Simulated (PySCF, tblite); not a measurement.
# C4H10Cl2GeSi: geometry, infrared bands and NMR shifts

Wanted: the infrared bands and NMR shifts of C4H10Cl2GeSi (`[Cl][GeH2][CH2][SiH2]C1(Cl)CC1`), by calculation.

The runs use tblite 0.8.0 and PySCF 2.14.0, with density-fitted response routines of our own; the level of theory stands in each step. All values are computed, except where a source is named. Atoms count from 0, in the outputs and in this text.

### 1 The molecule as given

18 atoms, charge 0, multiplicity 1; geometry from: force field or distance geometry start.

Bonds of the start (Å): Cl0–Ge1 2.15, Ge1–C2 1.93, C2–Si3 1.90, Si3–C4 1.87, C4–Cl5 1.77, C4–C6 1.52, C6–C7 1.51, C7–C4 1.49, Ge1–H8 1.55, Ge1–H9 1.57, C2–H10 1.12, C2–H11 1.10, Si3–H12 1.47, Si3–H13 1.46, C6–H14 1.10, C6–H15 1.12, C7–H16 1.12, C7–H17 1.13.

### 2 Geometry optimisation with GFN2-xTB

The job: settings as JSON, then the geometry in Å.

```
{"job": {"kind": "relax", "xc": "GFN2-xTB", "basis": "xTB"}, "charge": 0, "multiplicity": 1}
Cl     3.787400     1.055000    -2.028200
Ge     2.931400    -0.383900    -0.671600
C      1.524600     0.499500     0.309300
Si     0.042300     0.691300    -0.858700
C     -1.215900    -0.520300    -0.203500
Cl    -0.504400    -1.983800     0.485100
C     -2.308800     0.165100     0.600100
C     -2.618000    -0.516500    -0.705600
H      2.292200    -1.596900    -1.399000
H      4.038700    -0.903900     0.313700
H      1.266200    -0.153700     1.178500
H      1.780100     1.503500     0.669000
H     -0.412600     2.087000    -0.734400
H      0.417700     0.456900    -2.251900
H     -2.583500    -0.299100     1.561600
H     -2.367500     1.281000     0.580000
H     -2.917000     0.121100    -1.572100
H     -3.161300    -1.496000    -0.548900
```

Launch:

```bash
$ OMP_NUM_THREADS=1 python probes_run.py task.json out
```

One launch serves the whole session: the jobs run in the order shown.

Output:

```text
step      E/eV     max force
  0    -718.90822    1.536
  1    -719.05823    1.036
  2    -719.14895    0.583
  3    -719.17892    0.444
  4    -719.21408    0.393
  5    -719.23180    0.330
  6    -719.24717    0.286
  7    -719.25712    0.215
  8    -719.26878    0.303
  9    -719.27989    0.330
 10    -719.28861    0.223
 11    -719.29361    0.202
 12    -719.29740    0.159
 13    -719.30216    0.198
 14    -719.30735    0.174
 15    -719.31148    0.162
 16    -719.31443    0.158
 17    -719.31763    0.161
 18    -719.32238    0.206
 19    -719.32841    0.248
 20    -719.33400    0.206
 21    -719.33784    0.133
 22    -719.34038    0.151
 23    -719.34253    0.123
 24    -719.34449    0.131
 25    -719.34599    0.121
 26    -719.34705    0.080
 27    -719.34797    0.071
 28    -719.34896    0.071
 29    -719.34995    0.083
 30    -719.35084    0.074
 31    -719.35155    0.087
 32    -719.35212    0.075
 33    -719.35264    0.057
 34    -719.35314    0.065
 35    -719.35357    0.055
 36    -719.35393    0.056
 37    -719.35425    0.044
 38    -719.35458    0.049
 39    -719.35496    0.053
 40    -719.35541    0.070
 41    -719.35597    0.068
 42    -719.35661    0.063
 43    -719.35722    0.059
 44    -719.35766    0.041
 45    -719.35794    0.036
 46    -719.35824    0.048
 47    -719.35867    0.057
 48    -719.35929    0.071
 49    -719.36000    0.063
 50    -719.36057    0.056
 51    -719.36099    0.042
 52    -719.36141    0.071
 53    -719.36196    0.094
 54    -719.36271    0.092
 55    -719.36360    0.061
 56    -719.36463    0.072
 57    -719.36589    0.088
 58    -719.36759    0.133
 59    -719.36967    0.135
 60    -719.37163    0.107
 61    -719.37325    0.101
 62    -719.37463    0.100
 63    -719.37529    0.119
 64    -719.37666    0.125
 65    -719.37784    0.080
 66    -719.38070    0.101
 67    -719.38190    0.122
 68    -719.38324    0.085
 69    -719.38418    0.070
 70    -719.38527    0.088
 71    -719.38661    0.117
 72    -719.38818    0.120
 73    -719.38938    0.074
 74    -719.39023    0.086
 75    -719.39114    0.079
 76    -719.39234    0.081
 77    -719.39312    0.076
 78    -719.39395    0.078
 79    -719.39475    0.084
 80    -719.39572    0.085
 81    -719.39669    0.061
 82    -719.39738    0.081
 83    -719.39793    0.084
 84    -719.39868    0.079
 85    -719.39984    0.068
 86    -719.40139    0.102
 87    -719.40248    0.121
 88    -719.40435    0.137
 89    -719.40408    0.247
 90    -719.40870    0.137
 91    -719.41200    0.119
 92    -719.41707    0.147
 93    -719.41953    0.100
 94    -719.42089    0.094
 95    -719.42185    0.080
 96    -719.42289    0.074
 97    -719.42369    0.064
 98    -719.42529    0.095
 99    -719.42646    0.104
100    -719.42766    0.074
101    -719.42891    0.082
102    -719.43025    0.113
103    -719.43155    0.096
104    -719.43260    0.081
105    -719.43340    0.079
106    -719.43420    0.079
107    -719.43525    0.089
108    -719.43669    0.094
109    -719.43800    0.093
110    -719.43912    0.106
111    -719.44015    0.100
112    -719.44123    0.085
113    -719.44221    0.085
114    -719.44290    0.056
115    -719.44329    0.045
116    -719.44354    0.040
117    -719.44385    0.036
118    -719.44419    0.040
119    -719.44449    0.032
120    -719.44468    0.026
121    -719.44483    0.028
122    -719.44498    0.030
123    -719.44512    0.035
124    -719.44526    0.030
125    -719.44539    0.023
126    -719.44551    0.031
127    -719.44562    0.027
128    -719.44572    0.022
129    -719.44581    0.018
130    -719.44590    0.020
131    -719.44599    0.020
132    -719.44607    0.022
133    -719.44613    0.020
134    -719.44620    0.023
135    -719.44629    0.027
136    -719.44641    0.026
137    -719.44654    0.021
138    -719.44667    0.026
139    -719.44680    0.025
140    -719.44698    0.031
141    -719.44720    0.032
142    -719.44739    0.025
143    -719.44751    0.023
144    -719.44757    0.020
145    -719.44764    0.017
146    -719.44772    0.019
147    -719.44783    0.020
148    -719.44794    0.020
149    -719.44801    0.014
150    -719.44804    0.012
151    -719.44806    0.007
```

Wall time 2.9 s (1 thread of Arm Neoverse N1, shared host); peak memory 0.18 GiB.

Along the way: (not every step is listed)

| step | energy from step 0 (eV) | largest force (eV/Å) |
| --- | --- | --- |
| 0 | 0.0000 | 1.5362 |
| 1 | -0.1500 | 1.0357 |
| 2 | -0.2407 | 0.5834 |
| 3 | -0.2707 | 0.4443 |
| 4 | -0.3059 | 0.3930 |
| 5 | -0.3236 | 0.3302 |
| 6 | -0.3389 | 0.2863 |
| 7 | -0.3489 | 0.2151 |
| 8 | -0.3606 | 0.3028 |
| 21 | -0.4296 | 0.1334 |
| 34 | -0.4449 | 0.0648 |
| 47 | -0.4504 | 0.0573 |
| 60 | -0.4634 | 0.1070 |
| 73 | -0.4812 | 0.0743 |
| 86 | -0.4932 | 0.1021 |
| 99 | -0.5182 | 0.1036 |
| 112 | -0.5330 | 0.0845 |
| 125 | -0.5372 | 0.0234 |
| 138 | -0.5385 | 0.0257 |
| 146 | -0.5395 | 0.0188 |
| 147 | -0.5396 | 0.0203 |
| 148 | -0.5397 | 0.0199 |
| 149 | -0.5398 | 0.0140 |
| 150 | -0.5398 | 0.0122 |
| 151 | -0.5398 | 0.0075 |

Distances of close pairs at the start and the end, largest changes first:

| bond | before (Å) | after (Å) | change (Å) |
| --- | --- | --- | --- |
| Ge1–C2 | 1.929 | 1.987 | +0.058 |
| Cl0–Ge1 | 2.155 | 2.099 | -0.056 |
| C7–H17 | 1.131 | 1.079 | -0.052 |
| Ge1–H9 | 1.571 | 1.524 | -0.047 |
| Ge1–H8 | 1.552 | 1.508 | -0.044 |
| C6–H15 | 1.118 | 1.080 | -0.038 |
| C7–H16 | 1.117 | 1.080 | -0.037 |
| C2–H10 | 1.118 | 1.089 | -0.028 |

The next job starts from the end point, and lists it.

### 3 Vibrational analysis with GFN2-xTB

The job: settings as JSON, then the geometry in Å.

```
{"job": {"kind": "ir", "xc": "GFN2-xTB", "basis": "xTB"}, "charge": 0, "multiplicity": 1}
Cl     2.999969    -0.954495    -2.233148
Ge     2.663178    -0.651050    -0.183421
C      1.554044     0.969828     0.118368
Si    -0.034809     1.152446    -0.898017
C     -1.125239    -0.353744    -0.541911
Cl    -0.306704    -1.853008    -1.014181
C     -2.017030    -0.441779     0.659844
C     -2.613239    -0.334244    -0.707090
H      2.167055    -1.930200     0.443345
H      4.038110    -0.394350     0.421560
H      1.323790     1.012795     1.181995
H      2.196368     1.824233    -0.096318
H     -0.766887     2.346257    -0.452635
H      0.226120     1.197928    -2.336916
H     -2.089848    -1.388898     1.172560
H     -2.062209     0.415861     1.314545
H     -3.071009     0.597709    -1.003042
H     -3.090419    -1.208971    -1.121953
```

Output:

```text
mode    cm-1     km/mol
  1      16.0      0.14
  2      46.0      0.08
  3      74.6      0.91
  4      89.2      4.27
  5     127.0      0.24
  6     158.1      3.26
  7     202.6      2.49
  8     252.2      0.48
  9     273.5      6.63
 10     349.3      1.83
 11     372.2     33.76
 12     443.3     11.80
 13     459.6     28.75
 14     474.7     19.30
 15     532.5     56.28
 16     569.4     15.30
 17     589.9      0.67
 18     641.2     49.20
 19     690.7    418.04
 20     719.8    218.38
 21     731.5     47.51
 22     763.8    208.07
 23     792.2    206.32
 24     799.9     20.22
 25     864.9    128.59
 26     914.6      0.84
 27     967.8      1.72
 28     997.2     12.72
 29    1003.3      6.65
 30    1066.0      0.24
 31    1070.1      5.19
 32    1109.6     71.42
 33    1120.3      8.57
 34    1142.8      0.01
 35    1334.5     13.72
 36    1426.7      1.36
 37    1427.0      3.23
 38    1470.7      4.55
 39    1824.6    386.89
 40    1924.6    400.32
 41    2217.5    409.22
 42    2273.8    203.40
 43    2965.5     30.52
 44    2979.0      9.47
 45    3080.1     12.16
 46    3084.1      9.03
 47    3092.3      3.11
 48    3105.7     29.14
```

It took 1.8 s on 1 thread of Arm Neoverse N1, shared host; peak memory 0.18 GiB.

The strongest bands and the atoms that carry them (share of the mass-weighted mode):

| cm⁻¹ | km/mol | atoms |
| --- | --- | --- |
| 691 | 418.0 | H9 38 %, H8 22 %, C2 13 % |
| 720 | 218.4 | H12 33 %, H13 28 %, C2 15 % |
| 764 | 208.1 | H12 47 %, H13 44 % |
| 792 | 206.3 | C2 35 %, Si3 25 % |
| 1825 | 386.9 | H9 93 % |
| 1925 | 400.3 | H8 92 % |
| 2218 | 409.2 | H12 96 % |
| 2274 | 203.4 | H13 97 % |

### 4 Shielding tensors: PBE0/pcSseg-1

Same as in step 3 but for these lines:

```diff
@@ -1,2 +1,2 @@
-{"job": {"kind": "ir", "xc": "GFN2-xTB", "basis": "xTB"}, "charge": 0, "multiplicity": 1}
+{"job": {"kind": "nmr", "xc": "PBE0", "basis": "pcSseg-1"}, "charge": 0, "multiplicity": 1}
 Cl     2.999969    -0.954495    -2.233148
```

Level: GIAO PBE0/pcSseg-1 NMR shielding, non-relativistic, gas phase.

Output:

```text
coarse grid: 71904 points
cycle   1  E = -3444.0977596090  dE =  1.818e-01  |g| = 9.601e-01  |ddm| = 4.000e+00
cycle   2  E = -3444.0629184566  dE =  3.484e-02  |g| = 1.024e+00  |ddm| = 1.193e+00
cycle   3  E = -3444.1882901997  dE = -1.254e-01  |g| = 9.100e-02  |ddm| = 7.280e-01
cycle   4  E = -3444.1896759188  dE = -1.386e-03  |g| = 3.324e-02  |ddm| = 1.207e-01
cycle   5  E = -3444.1899616230  dE = -2.857e-04  |g| = 7.054e-03  |ddm| = 4.117e-02
cycle   6  E = -3444.1899720920  dE = -1.047e-05  |g| = 2.658e-03  |ddm| = 9.954e-03
cycle   7  E = -3444.1899737934  dE = -1.701e-06  |g| = 4.438e-04  |ddm| = 3.360e-03
final grid: 147008 points
cycle   8  E = -3444.1900114996  dE = -9.442e-08  |g| = 5.072e-04  |ddm| = 3.185e-03
cycle   9  E = -3444.1900114436  dE =  5.605e-08  |g| = 6.930e-04  |ddm| = 1.294e-03
cycle  10  E = -3444.1900115637  dE = -1.201e-07  |g| = 6.388e-05  |ddm| = 7.481e-04
cycle  11  E = -3444.1900115647  dE = -9.877e-10  |g| = 1.057e-05  |ddm| = 8.885e-05
converged SCF energy = -3444.1900115647

GIAO shielding tensors (ppm)
atom      isotropic    diamagn.    paramagn.     s11        s22        s33       span
  0 Cl    1026.379    1148.255    -121.876    976.831   1024.629   1077.679    100.848
  1 Ge    1354.253    2753.529   -1399.276   1221.324   1335.242   1506.194    284.870
  2 C      187.253     255.937     -68.684    179.379    187.521    194.860     15.480
  3 Si     378.529     880.079    -501.549    339.164    374.180    422.243     83.079
  4 C      152.951     250.311     -97.361    112.653    125.782    220.416    107.763
  5 Cl     774.279    1149.698    -375.419    604.664    688.986   1029.186    424.521
  6 C      170.821     249.800     -78.978    128.443    176.899    207.122     78.679
  7 C      171.323     256.803     -85.480    131.009    176.574    206.385     75.376
  8 H       25.765      28.604      -2.839     18.798     22.745     35.752     16.955
  9 H       26.224      26.861      -0.637     18.663     21.145     38.864     20.201
 10 H       31.459      32.741      -1.282     26.134     28.415     39.827     13.693
 11 H       31.255      29.281       1.973     25.327     28.672     39.765     14.438
 12 H       27.743      29.882      -2.138     23.026     26.236     33.969     10.943
 13 H       26.989      28.973      -1.985     23.556     25.600     31.811      8.255
 14 H       30.757      30.946      -0.189     25.392     28.065     38.813     13.421
 15 H       30.983      31.364      -0.380     24.843     27.826     40.282     15.439
 16 H       30.904      31.533      -0.629     24.294     27.701     40.717     16.423
 17 H       30.651      31.843      -1.192     24.692     28.153     39.108     14.416
```

Wall time 97 s (1 thread of Arm Neoverse N1, shared host); peak memory 1.1 GiB.

The references, computed at this level on geometries of the same kind, shield at (ppm): 1H TMS 31.72, 13C TMS 186.9, 29Si TMS 349.2, 73Ge GeMe4 1331, 35Cl HCl 950. Their shielding less the atom's gives the shift. The references are single molecules in the gas phase. Atoms listed in one row are averaged.

| atoms | environment | σ (ppm) | δ (ppm) |
| --- | --- | --- | --- |
| C4 | three-membered-ring carbon bearing a halogen | 153.0 | 34.0 |
| C6, C7 | three-membered-ring carbon | 171.1 | 15.9 |
| C2 | sp3 CH2 bonded to Ge and Si | 187.3 | -0.3 |
| H8, H9 | hydrogen on a germanium bonded to C, Cl | 25.99 | 5.72 |
| H12, H13 | hydrogen on a silicon bonded to 2 C | 27.37 | 4.35 |
| H14, H17 | hydrogen on a three-membered-ring carbon | 30.70 | 1.01 |
| H15, H16 | hydrogen on a three-membered-ring carbon | 30.94 | 0.77 |
| H10, H11 | hydrogen on an sp3 CH2 bonded to Ge and Si | 31.36 | 0.36 |
| Cl5 | chlorine bonded to C | 774 | 175 |
| Cl0 | chlorine bonded to Ge | 1026 | -77 |
| Ge1 | germanium bonded to C, Cl, 2 H | 1354 | -23 |
| Si3 | silicon bonded to 2 C, 2 H | 378.5 | -29.4 |

Charges from the same density, by scheme (e):

| atoms | Mulliken | IAO | Hirshfeld | ESP fit |
| --- | --- | --- | --- | --- |
| Cl0 | -0.33 | -0.32 | -0.16 | -0.21 |
| Ge1 | 0.45 | 0.69 | 0.34 | 0.37 |
| C2 | -0.81 | -0.80 | -0.24 | -0.56 |
| Si3 | 0.80 | 0.77 | 0.33 | 0.45 |
| C4 | -0.59 | -0.26 | -0.06 | -0.09 |
| Cl5 | -0.08 | -0.07 | -0.01 | -0.09 |
| C6, C7 | -0.14 | -0.28 | -0.09 | -0.29 |

Mayer bond orders: Cl0–Ge1 0.95, Ge1–C2 0.96, C2–Si3 0.89, Si3–C4 0.76, C4–Cl5 1.02, C4–C6 0.92, C6–C7 0.96, C7–C4 0.93.

Ring of atoms C4, C6, C7: NICS(0) -43.0, NICS(1) -8.5, NICS(1)zz -21.3 ppm (means of both faces).

The two faces differ (NICS(1)zz -23.9 and -18.8 ppm).

In rings of three or four atoms NICS is ruled by the nearby σ bonds, so it says little on aromaticity.

### 5 Outcome

| quantity | value |
| --- | --- |
| strongest single infrared mode (GFN2-xTB) | 691 cm⁻¹, 418 km/mol |
| zero-point energy (GFN2-xTB) | 75.2 kcal/mol |
| 13C shifts against TMS (PBE0/pcSseg-1, means over atoms taken as alike) | 34.0, 15.9, -0.3 ppm |
| 1H shifts against TMS (PBE0/pcSseg-1, means over atoms taken as alike) | 5.72, 4.35, 1.01, 0.77, 0.36 ppm |
| 35Cl shifts against HCl (PBE0/pcSseg-1) | 175, -77 ppm |
| 73Ge shifts against GeMe4 (PBE0/pcSseg-1) | -23 ppm |
| 29Si shifts against TMS (PBE0/pcSseg-1) | -29.4 ppm |

The optimisation took 151 steps and gained 0.540 eV; among the close pairs (by a distance rule), Ge1–C2 changed most, from 1.929 to 1.987 Å. No mode is imaginary among the 48: a minimum at this level. The strongest single mode, at 691 cm⁻¹, is carried by H9, H8, C2. Unscaled tight-binding wavenumbers are off by several per cent, some by more. Its intensities can rank the bands wrongly. At PBE0/pcSseg-1: Shielding is most anisotropic at Cl5 (span 425 ppm, paramagnetic term -375 ppm). Spin-orbit coupling is left out, which matters for shieldings and couplings at and beside the heavy atoms.
